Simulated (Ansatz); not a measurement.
**LaAlSi: lattice vibrations and screening, part 1 of 2**

The task, for LaAlSi: relax to small forces and stress, compute the phonons at Γ and, if it has a gap, its response to an electric field and read the electric field gradients at the nuclei.

Program: Ansatz 0.2.0. Level of theory: DFT LDA, scalar-relativistic, plane waves, PAW. These are calculated values, not measurements.

1 further run of the same task is left out (set aside as unsound or not needed).

## 1. The system as given

The structure is tetragonal, space group I4_1md (No. 109). Conventional cell: a = 4.242 Å, b = 4.242 Å, c = 14.517 Å, α = 90.00°, β = 90.00°, γ = 90.00°. La (site symmetry 2mm) is surrounded by 6 Al at 3.21 to 3.24 Å and 6 Si at 3.22 to 3.23 Å. Al (site symmetry 2mm) has 3 Si at 2.42 to 2.44 Å as nearest neighbours. Si (site symmetry 2mm) is surrounded by 3 Al at 2.42 to 2.44 Å and 6 La at 3.22 to 3.23 Å.

Coordinates:

```cif
data_structure
_symmetry_space_group_name_H-M 'I4_1md'
_symmetry_Int_Tables_number 109
_cell_length_a 4.2419
_cell_length_b 4.2419
_cell_length_c 14.5170
_cell_angle_alpha 90.000
_cell_angle_beta 90.000
_cell_angle_gamma 90.000
_cell_volume 261.21
loop_
_atom_site_label
_atom_site_type_symbol
_atom_site_symmetry_multiplicity
_atom_site_Wyckoff_symbol
_atom_site_fract_x
_atom_site_fract_y
_atom_site_fract_z
_atom_site_occupancy
La1 La 4 a 0.50000 0.00000 0.12478 1
Al1 Al 4 a 0.00000 0.00000 0.95837 1
Si1 Si 4 a 0.00000 0.50000 0.04185 1
```

It goes back to an entry of the Materials Project, which need not be the stable form.

It is the result of an earlier relaxation at this level (volume 21.77 Å³/atom; gap on the mesh: none (metal)).

## 2. Tight relaxation for the response runs, with the smearing for a metal

Response runs need a geometry at rest under their own mesh and occupations; hence this stricter relaxation.

input.yaml

```yaml
crystal:
  lattice:
    - [-2.1209407786, 2.1209407786, 7.258483063]
    - [2.1209407786, -2.1209407786, 7.258483063]
    - [2.1209407786, 2.1209407786, -7.258483063]
  atoms:
    - { symbol: La, position: [0.3747806506, 0.8747806506, 0.5] }
    - { symbol: La, position: [0.6247806506, 0.6247806506, 0.0] }
    - { symbol: Al, position: [0.2083658579, 0.2083658579, 0.0] }
    - { symbol: Al, position: [0.9583658579, 0.4583658579, 0.5] }
    - { symbol: Si, position: [0.7918524916, 0.2918524916, 0.5] }
    - { symbol: Si, position: [0.0418524916, 0.0418524916, 0.0] }
basis:
  ecutwfc: 420
kpoints:
  mp_grid: { grid: [12, 12, 12] }
hamiltonian:
  xc: lda
scf:
  occupations: { method: fermi_dirac, width: 0.15 }
output:
  forces: true
  stress: true
  eigenvalues: true
  write_density: true
  write_potential: true
  elf: true
  volumetric_format: npy
relax:
  adjacent_minimum: "off"
  f_tol: 0.001
  max_steps: 60
  cell: { stress_tol: 0.01 }
```

Launch:

```
$ ansatz run input.yaml --threads 4 --pin off --max-ram 10240MiB --backend cpu --events-out ev --progress --plain --runs-dir out
```

Output:

```text
Warning: RAYON_NUM_THREADS=4 ignored (pool sized by the plan → 4); use --threads N
basis.fft_grid_basis auto: the FFT boxes are laid along the combinations [[1, -1, 0], [0, 1, 0], [1, 0, 1]] of the cell's own vectors, 5.999, 7.854 and 4.242 Å long. The dense box has 45×54×30 points. Along the cell's own vectors, as sized, it would have 54×54×54, 2.16 times as many. Of the 8 symmetry operations that the crystal satisfies within crystal.symmetry.tolerance (time reversal apart; of a slab, those that keep its plane) the dense box along the cell's own vectors carries 8, and the one as laid loses 7 of those. basis.fft_grid_basis: typed keeps the cell's own vectors: state it where this run's energies or levels are differenced outside the engine with another run's, or held beside a run that keeps those vectors. Those combinations have planes normal to reciprocal vector 3, as the cell's own vectors have. Each planar average written beside output.write_density, output.write_potential has a row for each plane of the box: 30. The volumetric files lie along those combinations, not along the cell's own vectors: a cube or XSF file states them, and fields.json those of NumPy files.
band count auto-derived: 25 (N_el = 36.0; filled up to band 18; 24 by the electrons, moments and atoms)
Engine: ansatz 0.2.0, x86_64-unknown-linux-gnu
Pseudopotentials: kind: paw
Pseudopotential: La, paw, valence charge 11, recommended cutoff 420 eV (normal), La.paw.azcp
Pseudopotential: Al, paw, valence charge 3, recommended cutoff 420 eV (normal), Al.paw.azcp
Pseudopotential: Si, paw, valence charge 4, recommended cutoff 420 eV (normal), Si.paw.azcp
Functional definition: SPW92
  exchange = slater_x
  correlation = pw_c
Crystal: 6 atoms, lattice volume = 130.606 Å³
Basis set: ecut = 420 eV, 2529 PW (Γ), FFT grids on a1−a2, a2, a1+a3
Bands: 25, of which v1, the nominal top of the filled ones, is band 18 counted from 1 (17 counted from 0)
Symmetry: 8 space group operations
Space group: I41md (ITA 109), of the structure as read, at distance tolerance 5.1e-5 Å
k-points: 163 of 1728 (time reversal used)
Non-local potential: La, projectors of the file, l = 0: 3, l = 1: 2, l = 2: 2, l = 3: 3
Non-local potential: Al, projectors of the file, l = 0: 2, l = 1: 2, l = 2: 1
Non-local potential: Si, projectors of the file, l = 0: 2, l = 1: 2, l = 2: 2
PAW form: soft (Blöchl's): semilocal exchange-correlation on the pseudo side does not see the compensation charge
PAW frozen core: La, regenerated for the run's functional, and the local potential with it (the file was generated under x = pbe(κ = 0.804, μ = 0.2195149727645171), c = pbe(β = 0.06672455060314922))
PAW frozen core: Al, regenerated for the run's functional, and the local potential with it (the file was generated under x = pbe(κ = 0.804, μ = 0.2195149727645171), c = pbe(β = 0.06672455060314922))
PAW frozen core: Si, regenerated for the run's functional, and the local potential with it (the file was generated under x = pbe(κ = 0.804, μ = 0.2195149727645171), c = pbe(β = 0.06672455060314922))
PAW one-centre angular grid: La, 590 points (default); XC on 64 Gauss nodes
PAW one-centre angular grid: Al, 110 points (default); XC on 64 Gauss nodes
PAW one-centre angular grid: Si, 110 points (default); XC on 64 Gauss nodes
Initial density: superposition of atomic densities (neutral atoms: chi_scale 0, normalization atom), corrected by the library's trained network
Initial wavefunctions: pseudopotential atomic-orbital guess
Functional: x = slater, c = lda
SCF iter   1: F=—  HF=-14399.592747 eV  |F-HF|=—  |Δ(HF+E_count)|=         —  Δρ=3.87e-3  dr2=1.49e-2  ethr=1.77e-3  ⟨swp⟩=5.9  Hψ=20840  notcnv=0
preconditioner: auto → Kerker (q_TF=auto, 2.201 Å⁻¹)  [metal: Δε(μ)=0.020 eV  Ē_g=9.840 eV  σ=0.150 eV  W_gap=0.03  n_scr=24 (ndim 8)  ℏωp=18.4 eV  f_vac=0.000  D(μ)=1.56/eV (n_scr^D=2)]
SCF iter   2: F=—  HF=-14399.586931 eV  |F-HF|=—  |Δ(HF+E_count)|=   5.82e-3  Δρ=2.04e-3  dr2=3.98e-3  ethr=4.13e-5  ⟨swp⟩=3.0  Hψ=9928  notcnv=0
SCF iter   3: F=—  HF=-14399.586157 eV  |F-HF|=—  |Δ(HF+E_count)|=   7.74e-4  Δρ=4.19e-4  dr2=2.51e-4  ethr=1.11e-5  ⟨swp⟩=3.0  Hψ=7624  notcnv=0
SCF iter   4: F=—  HF=-14399.586101 eV  |F-HF|=—  |Δ(HF+E_count)|=   5.56e-5  Δρ=6.53e-5  dr2=6.30e-6  ethr=6.99e-7  ⟨swp⟩=2.4  Hψ=6161  notcnv=0
SCF iter   5: F=—  HF=-14399.586088 eV  |F-HF|=—  |Δ(HF+E_count)|=   1.31e-5  Δρ=1.25e-5  dr2=3.21e-7  ethr=1.75e-8  ⟨swp⟩=2.2  Hψ=7172  notcnv=0
SCF iter   6: F=-14399.586088 eV  HF=-14399.586088 eV  |F-HF|=4.89e-9  |Δ(HF+E_count)|=   5.88e-8  Δρ=2.39e-6  dr2=1.11e-8  ethr=2.78e-10  ⟨swp⟩=11.6  Hψ=34254  notcnv=0
SCF 1 converged in 6 iterations: F = -14399.586088 eV  dr2 = 1.11e-8
relax step   1: F+E_penalty+E_count = -14399.58608823 eV  Δ(F+E_penalty+E_count) = +0.000e0 eV  max|allowed force component| = 1.703e-2 eV/Å  Δτ_max = 0.0000 Å  P = +0.146 GPa  Ω = 130.606 Å³  (6 SCF iters, dr2 threshold 1.00e-7 eV, accepted)
Crystal: 6 atoms, lattice volume = 130.910 Å³
Basis set: ecut = 420 eV, 2553 PW (Γ), FFT grids on a1−a2, a2, a1+a3
Initial density: handed on by an earlier stage of this run
Initial wavefunctions: those handed on with the density
iter 1 solved again at ethr=1.32e-7 eV; its pass at ethr=3.10e-3 eV (dr2=4.75e-5 eV) is discarded
SCF iter   1: F=—  HF=-14399.586178 eV  |F-HF|=—  |Δ(HF+E_count)|=         —  Δρ=1.64e-4  dr2=6.00e-5  ethr=1.32e-7  ⟨swp⟩=3.3  Hψ=30982  notcnv=0
preconditioner: auto → Kerker (q_TF=auto, 2.200 Å⁻¹)  [metal: Δε(μ)=0.016 eV  Ē_g=9.875 eV  σ=0.150 eV  W_gap=0.03  n_scr=24 (ndim 8)  ℏωp=18.4 eV  f_vac=0.000  D(μ)=1.55/eV (n_scr^D=2)]
SCF iter   2: F=—  HF=-14399.586163 eV  |F-HF|=—  |Δ(HF+E_count)|=   1.52e-5  Δρ=9.46e-5  dr2=2.16e-5  ethr=1.32e-7  ⟨swp⟩=1.3  Hψ=4466  notcnv=0
SCF iter   3: F=—  HF=-14399.586154 eV  |F-HF|=—  |Δ(HF+E_count)|=   8.37e-6  Δρ=1.18e-5  dr2=2.55e-7  ethr=6.00e-8  ⟨swp⟩=2.0  Hψ=5627  notcnv=0
SCF iter   4: F=-14399.586154 eV  HF=-14399.586154 eV  |F-HF|=2.30e-9  |Δ(HF+E_count)|=   1.01e-7  Δρ=2.58e-6  dr2=8.48e-9  ethr=1.57e-10  ⟨swp⟩=11.0  Hψ=33327  notcnv=0
SCF 2 converged in 4 iterations: F = -14399.586154 eV  dr2 = 8.48e-9
relax step   2: F+E_penalty+E_count = -14399.58615426 eV  Δ(F+E_penalty+E_count) = -6.603e-5 eV  max|allowed force component| = 6.159e-3 eV/Å  Δτ_max = 0.0024 Å  P = -0.049 GPa  Ω = 130.910 Å³  energy of the carried Pulay correction = -6.067e-5 eV  (4 SCF iters, dr2 threshold 5.65e-8 eV, accepted)
Crystal: 6 atoms, lattice volume = 130.836 Å³
iter 1 solved again at ethr=1.34e-8 eV; its pass at ethr=3.10e-3 eV (dr2=4.82e-6 eV) is discarded
SCF iter   1: F=—  HF=-14399.586193 eV  |F-HF|=—  |Δ(HF+E_count)|=         —  Δρ=5.34e-5  dr2=5.85e-6  ethr=1.34e-8  ⟨swp⟩=3.2  Hψ=30900  notcnv=0
preconditioner: auto → Kerker (q_TF=auto, 2.200 Å⁻¹)  [metal: Δε(μ)=0.017 eV  Ē_g=9.877 eV  σ=0.150 eV  W_gap=0.03  n_scr=24 (ndim 8)  ℏωp=18.4 eV  f_vac=0.000  D(μ)=1.55/eV (n_scr^D=2)]
SCF iter   2: F=—  HF=-14399.586191 eV  |F-HF|=—  |Δ(HF+E_count)|=   1.45e-6  Δρ=3.05e-5  dr2=2.12e-6  ethr=1.34e-8  ⟨swp⟩=1.1  Hψ=4247  notcnv=0
SCF iter   3: F=—  HF=-14399.586191 eV  |F-HF|=—  |Δ(HF+E_count)|=   8.10e-7  Δρ=3.50e-6  dr2=2.25e-8  ethr=5.88e-9  ⟨swp⟩=2.0  Hψ=5666  notcnv=0
SCF iter   4: F=-14399.586191 eV  HF=-14399.586191 eV  |F-HF|=1.53e-10  |Δ(HF+E_count)|=   8.21e-9  Δρ=8.36e-7  dr2=7.96e-10  ethr=2.24e-11  ⟨swp⟩=7.8  Hψ=24753  notcnv=0
SCF 3 converged in 4 iterations: F = -14399.586191 eV  dr2 = 7.96e-10
relax step   3: F+E_penalty+E_count = -14399.58619059 eV  Δ(F+E_penalty+E_count) = -3.633e-5 eV  max|allowed force component| = 2.411e-3 eV/Å  Δτ_max = 0.0009 Å  P = -0.002 GPa  Ω = 130.836 Å³  energy of the carried Pulay correction = -4.590e-5 eV  (4 SCF iters, dr2 threshold 8.05e-9 eV, accepted)
Crystal: 6 atoms, lattice volume = 130.830 Å³
iter 1 solved again at ethr=1.76e-10 eV; its pass at ethr=3.10e-3 eV (dr2=6.34e-8 eV) is discarded
SCF iter   1: F=—  HF=-14399.586193 eV  |F-HF|=—  |Δ(HF+E_count)|=         —  Δρ=7.36e-6  dr2=1.13e-7  ethr=1.76e-10  ⟨swp⟩=4.3  Hψ=33753  notcnv=0
SCF iter   2: F=—  HF=-14399.586193 eV  |F-HF|=—  |Δ(HF+E_count)|=   2.68e-8  Δρ=4.29e-6  dr2=3.97e-8  ethr=1.76e-10  ⟨swp⟩=2.2  Hψ=5687  notcnv=0
SCF iter   3: F=—  HF=-14399.586193 eV  |F-HF|=—  |Δ(HF+E_count)|=   1.42e-8  Δρ=4.59e-7  dr2=3.76e-10  ethr=1.10e-10  ⟨swp⟩=2.0  Hψ=5708  notcnv=0
SCF iter   4: F=-14399.586193 eV  HF=-14399.586193 eV  |F-HF|=0.00e0  |Δ(HF+E_count)|=  1.15e-10  Δρ=1.07e-7  dr2=2.13e-11  ethr=1.01e-12  ⟨swp⟩=6.4  Hψ=20803  notcnv=0
SCF 4 converged in 4 iterations: F = -14399.586193 eV  dr2 = 2.13e-11
relax step   4: F+E_penalty+E_count = -14399.58619257 eV  Δ(F+E_penalty+E_count) = -1.980e-6 eV  max|allowed force component| = 1.156e-3 eV/Å  Δτ_max = 0.0001 Å  P = +0.001 GPa  Ω = 130.830 Å³  energy of the carried Pulay correction = -4.462e-5 eV  (4 SCF iters, dr2 threshold 3.63e-10 eV, accepted)
Crystal: 6 atoms, lattice volume = 130.832 Å³
iter 1 solved again at ethr=4.72e-11 eV; its pass at ethr=3.10e-3 eV (dr2=1.70e-8 eV) is discarded
SCF iter   1: F=—  HF=-14399.586192 eV  |F-HF|=—  |Δ(HF+E_count)|=         —  Δρ=3.63e-6  dr2=3.51e-8  ethr=4.72e-11  ⟨swp⟩=3.7  Hψ=31355  notcnv=0
SCF iter   2: F=—  HF=-14399.586192 eV  |F-HF|=—  |Δ(HF+E_count)|=   8.50e-9  Δρ=2.10e-6  dr2=1.21e-8  ethr=4.72e-11  ⟨swp⟩=2.7  Hψ=5738  notcnv=0
SCF iter   3: F=-14399.586192 eV  HF=-14399.586192 eV  |F-HF|=2.55e-11  |Δ(HF+E_count)|=   4.41e-9  Δρ=1.89e-7  dr2=6.42e-11  ethr=1.00e-12  ⟨swp⟩=5.5  Hψ=23359  notcnv=0
SCF 5 converged in 3 iterations: F = -14399.586192 eV  dr2 = 6.42e-11
relax step   5: F+E_penalty+E_count = -14399.58619228 eV  Δ(F+E_penalty+E_count) = +2.876e-7 eV  max|allowed force component| = 1.770e-5 eV/Å  Δτ_max = 0.0001 Å  P = -0.000 GPa  Ω = 130.832 Å³  energy of the carried Pulay correction = -4.504e-5 eV  (3 SCF iters, dr2 threshold 8.35e-11 eV, accepted)
Initial wavefunctions: pseudopotential atomic-orbital guess (no wavefunctions were taken with the density)
iter 1 solved again at ethr=2.93e-7 eV; its pass at ethr=3.10e-3 eV (dr2=1.05e-4 eV) is discarded
SCF iter   1: F=—  HF=-14399.586251 eV  |F-HF|=—  |Δ(HF+E_count)|=         —  Δρ=1.56e-6  dr2=4.49e-10  ethr=2.93e-7  ⟨swp⟩=5.1  Hψ=34926  notcnv=0
eigensolver tolerance schedule: the retry pair's looser diagonalisation over-reported the residual by 234425.72 of it (diagonalisation noise at an unbounded share of the residual, at the tolerance the schedule requests for it); recorded, not acted on — ethr = c·dr2/N_el stays at c = 1.0e-1
SCF iter   2: F=—  HF=-14399.586240 eV  |F-HF|=—  |Δ(HF+E_count)|=   1.10e-5  Δρ=8.08e-7  dr2=8.99e-11  ethr=1.25e-12  ⟨swp⟩=4.4  Hψ=11824  notcnv=0
SCF iter   3: F=—  HF=-14399.586240 eV  |F-HF|=—  |Δ(HF+E_count)|=  4.06e-10  Δρ=1.75e-7  dr2=7.47e-12  ethr=1.00e-12  ⟨swp⟩=1.0  Hψ=4075  notcnv=0
SCF iter   4: F=-14399.586240 eV  HF=-14399.586240 eV  |F-HF|=7.28e-12  |Δ(HF+E_count)|=  2.00e-11  Δρ=2.21e-8  dr2=7.54e-13  ethr=1.00e-12  ⟨swp⟩=5.6  Hψ=17807  notcnv=0
SCF 6 converged in 4 iterations: F = -14399.586240 eV  dr2 = 7.54e-13
relax step   6: F+E_penalty+E_count = -14399.58624020 eV  Δ(F+E_penalty+E_count) = -4.792e-5 eV  max|allowed force component| = 2.426e-5 eV/Å  Δτ_max = 0.0000 Å  P = +0.001 GPa  Ω = 130.832 Å³  stress off target by 1.11e-3 GPa  SCF on the basis re-selected at this cell (its energy is not comparable with the rows above)  (4 SCF iters)
basis re-selected at this cell: Δ(F+E_penalty+E_count) = -4.792e-5 eV, ΔP = +0.001 GPa vs the last step (what re-selecting the basis moved, of the pressure what is left beyond the Pulay correction that the steps carried, after the strain that the cell walked since its last selection, with what the two solves' SCF thresholds leave and, on support functions, any second-order correction that the steps lacked; it is no measure of the basis error at this ecutwfc). This SCF's stress stands 1.11e-3 GPa from its target on what of the cell is left free (relax.cell.stress_tol is 1.00e-2 GPa) and its largest allowed force component is 2.43e-5 eV/Å (relax.f_tol is 1.00e-3 eV/Å): within both
SCF converged after 4 iterations
Free energy (F): -14399.586240 eV
Harris-Foulkes:  -14399.586240 eV  (|F-HF|=7.28e-12)
Internal energy: -14399.457775 eV  (E = F + TS)
E sigma→0 (E₀):  -14399.522007 eV
Entropy (-TS):   -0.128466 eV (-21.411 meV/atom)
Fermi energy:    10.065246 eV
--- Per-component energies (eV) ---
  E_band       = -35.455644
  E_kinetic    = 516.272112
  E_local      = -699.061250  (includes V_loc(G=0)·N_el)
  E_nonlocal   = 273.676447
  E_hartree    = 236.456879
  E_xc         = -468.170537
  E_vxc        = -451.728356  (∫ρ·V_xc dr)
  E_paw        = -12346.585613  (= ΣΔE_a)
  E_vpaw       = -147.528362  (= ΣTr[D̂ρ^β])
  E_aug_tail   = 0.000003  (compensation charges beyond the density's cutoff)
  E_ewald      = -1912.971342
  E_core_change = 0.925527  (= ΣΔE_core)
  E_smearing   = -0.128466  (= −TS)
  E_closure    = -0.000000  (closes the sum)
  Σ components = -14399.586240   (vs F -14399.586240, Δ=0.00e0)
--- Forces (eV/Å), atoms counted from 1 ---
  atom   1  La     0.00000000    -0.00000000     0.00000833
  atom   2  La    -0.00000000     0.00000000     0.00000833
  atom   3  Al    -0.00000000    -0.00000000     0.00001804
  atom   4  Al     0.00000000    -0.00000000     0.00001804
  atom   5  Si     0.00000000     0.00000000    -0.00002320
  atom   6  Si    -0.00000000     0.00000000    -0.00002320
  max |Σ_I F_I| component: 6.35e-6 eV/Å
--- Stress (GPa, compression-positive) ---
        0.001111       0.000000      -0.000000
        0.000000       0.001111       0.000000
       -0.000000       0.000000      -0.000701
  P = ⅓ Tr σ = 0.0005 GPa (0.005 kbar)
--- Band table (eV; the first three rows and the last of 163) ---
  k-point 0: bands = ["-22.2815", "-22.2435", "-6.3400", "-5.9205", "-5.9205", "-5.9029", "-5.9029", "-5.7888", "0.2283", "2.2541", "3.9027", "7.8862", "7.8862", "8.0426", "8.5207", "8.7767", "8.7767", "9.5380", "10.3999", "10.7276", "11.1889", "11.6533", "11.6533", "11.7002", "11.7002"]
  k-point 1: bands = ["-22.2784", "-22.2419", "-6.3209", "-5.9504", "-5.9442", "-5.9382", "-5.9237", "-5.7847", "0.3744", "2.2747", "3.9879", "7.4049", "7.4196", "8.0832", "8.4438", "8.8120", "9.0982", "9.6842", "10.6064", "10.6802", "11.0120", "11.3152", "11.6974", "11.7315", "11.7673"]
  k-point 2: bands = ["-22.2699", "-22.2375", "-6.2693", "-6.0351", "-6.0099", "-6.0041", "-5.9775", "-5.7828", "0.7518", "2.3060", "4.1740", "6.6646", "6.8926", "7.6066", "8.2673", "8.8395", "9.8438", "9.8927", "10.3280", "10.3898", "10.6989", "11.3411", "11.7795", "11.9519", "12.0654"]
  k-point 162: bands = ["-22.2626", "-22.2626", "-6.0799", "-6.0799", "-5.9642", "-5.9642", "-5.8580", "-5.8580", "1.0008", "1.0008", "5.8198", "5.8198", "7.8752", "7.8752", "8.6059", "8.6059", "8.7334", "8.7334", "11.2066", "11.2066", "11.5068", "11.5068", "12.0553", "12.0553", "12.1018"]
--- Relaxed structure (5 steps of the walk, 5 accepted, 1 SCFs on fresh bases) ---
  F+E_penalty+E_count = -14399.58624020 eV   max|allowed force component| = 2.426e-5 eV/Å   (the final SCF, on the basis selected at the relaxed cell)
  cell:  # Å, volume = 130.8320 Å³
    - [-2.1227327835665672, 2.1227327835665672, 7.258772445049854]
    - [2.1227327835665672, -2.1227327835665672, 7.258772445049854]
    - [2.1227327835665672, 2.1227327835665672, -7.258772445049854]
  atoms:
    - { symbol: La, position: [0.37488262997838095, 0.8748826299783808, 0.5] }
    - { symbol: La, position: [0.624882629978381, 0.624882629978381, 3.4218162296711413e-34] }
    - { symbol: Al, position: [0.20837758090640587, 0.20837758090640587, -3.0468590676019692e-34] }
    - { symbol: Al, position: [0.9583775809064059, 0.458377580906406, 0.5] }
    - { symbol: Si, position: [0.7917387892152132, 0.2917387892152132, 0.5] }
    - { symbol: Si, position: [0.04173878921521313, 0.04173878921521313, 9.60410429891568e-34] }
```

It took 3 min on 4 threads of Intel Xeon at 2.50GHz (Skylake/Cascade Lake), shared host; peak memory 0.82 GiB.

Step by step:

| step | E - E(step 1) (eV/cell) | largest force component (eV/Å) | pressure (GPa) | volume (Å³) |
| --- | --- | --- | --- | --- |
| 1 | 0.0000 | 0.0170 | 0.15 | 130.61 |
| 2 | -0.0001 | 0.0062 | -0.05 | 130.91 |
| 3 | -0.0001 | 0.0024 | 0.00 | 130.84 |
| 4 | -0.0001 | 0.0012 | 0.00 | 130.83 |
| 5 | -0.0001 | 0.0000 | 0.00 | 130.83 |
| 6 | -0.0002 | 0.0000 | 0.00 | 130.83 |

Step 1 is the start. Step 6 repeats the geometry before it on a plane-wave basis chosen anew for that cell, so its energy need not be comparable with the rows above.

Lengths and angles in the start's conventional setting:

|  | before | after | change |
| --- | --- | --- | --- |
| a (Å) | 4.242 | 4.245 | +0.1 % |
| b (Å) | 4.242 | 4.245 | +0.1 % |
| c (Å) | 14.517 | 14.518 | 0.0 % |
| volume (Å³/atom) | 21.77 | 21.81 | +0.2 % |
| shortest distance (Å) | 2.417 | 2.419 | +0.1 % |
| space group (0.01 Å) | I4_1md | I4_1md | same |

The run keeps the 8 symmetry operations of the start, so it could not have lowered the symmetry.

Axes a, b and c in the maps are those of this run's conventional cell (a, b, c = 4.245, 4.245, 14.518 Å).

Density in a lattice plane of the grid's cell (edges 4.25 and 14.52 Å, at 0.000 of the third edge), which holds La and Al and Si.

Ten even steps from ' ' (0.06 e/Å³) to '@' (1.62 e/Å³):
```
    ..      ..  
      ......    
      ::::::    
    ....  ....  
    ..........  
--..          ..
@@@@::      ::@@
@@@@::      ::@@
--..          ..
                
      ..--..    
    ::@@@@@@::  
    ::@@@@@@::  
      ::--::    
                
                
....          ..
::::          ::
  ....      ....
..::::..  ..::::
```
Columns run along the first of these edges and rows up along the second, over one cell in 8 and 20 even steps from the bottom left corner. Atoms in the plane (fractional): La at (0.50, 0.37), La at (0.00, 0.62), Al at (0.00, 0.21), Al at (0.50, 0.96), Si at (0.50, 0.79), Si at (0.00, 0.04).

ELF in the same plane.

Values, 12 rows by 6 columns:
```
0.26 0.35 0.45 0.24 0.45 0.35
0.20 0.58 0.77 0.57 0.77 0.58
0.11 0.43 0.72 0.43 0.72 0.43
0.73 0.79 0.13 0.26 0.13 0.79
0.73 0.79 0.12 0.20 0.12 0.79
0.22 0.17 0.11 0.11 0.11 0.17
0.37 0.16 0.80 0.73 0.80 0.16
0.20 0.12 0.79 0.72 0.79 0.12
0.10 0.51 0.45 0.23 0.45 0.51
0.26 0.61 0.57 0.37 0.58 0.61
0.56 0.68 0.43 0.20 0.43 0.68
0.43 0.82 0.76 0.08 0.76 0.82
```
Columns run along the first of these edges and rows up along the second, over one cell in 6 and 12 even steps from the bottom left corner. Atoms in the plane (fractional): La at (0.50, 0.37), La at (0.00, 0.62), Al at (0.00, 0.21), Al at (0.50, 0.96), Si at (0.50, 0.79), Si at (0.00, 0.04).

Both are smooth fields of the valence electrons: close to the nuclei they are not physical.

Outside the cores ELF peaks at 0.86 on the Si–Al line, 1.2 Å from Si; 0.80 beside Si, off the lines to its neighbours, 1.0 Å from Si; 0.76 beside Al, off the lines to its neighbours, 1.2 Å from Al.

(Continued in part 2 of 2.)
